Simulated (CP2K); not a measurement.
Crystal: NiMoIrPdW.

```xyz
5
Lattice="2.7401 0.0000 0.0000 0.0000 2.7401 0.0000 1.3700 -1.3700 9.7165" Properties=species:S:1:pos:R:3 pbc="T T T"
Ni    1.3700    1.3700    5.8567
Mo    2.7401    0.0000    7.5940
Pd    2.7401    0.0000    4.0207
Ir    1.3700    1.3700    1.9542
W     2.7401    0.0000    0.0845
```

The cell was built by a generator and needn't be a form met in nature.

Program: CP2K 2026.2. Alike in all runs: task band structure; potentials or basis GTH_POTENTIALS Ni GTH-PBE-q18, Pd GTH-PBE-q18, Ir GTH-PBE-q17, W GTH-PBE-q14; POTENTIAL_UZH Mo GTH-PBE-q14; TZVP-MOLOPT-SR-GTH, TZVP-MOLOPT-PBE-GTH basis; spin collinear, ferromagnetic start; cell as given; k mesh 10 × 10 × 10; smearing fermi-dirac 0.05 eV.

**Question.** Order these runs on this cell by their pressure, lowest first.
A. level RPBE
B. level LDA
C. level r2SCAN
D. level PBEsol

**Answer.** B (-13.7 GPa), D (-9.0 GPa), C (-5.7 GPa), A (3.4 GPa).

Caveats: the potentials were made for another functional, which shifts forces and pressure; the basis of atomic orbitals isn't converged, which shifts pressures, moduli and gaps; the total moment is fixed, so each spin has its own Fermi level.

Runs at the PBE level aren't shown here.
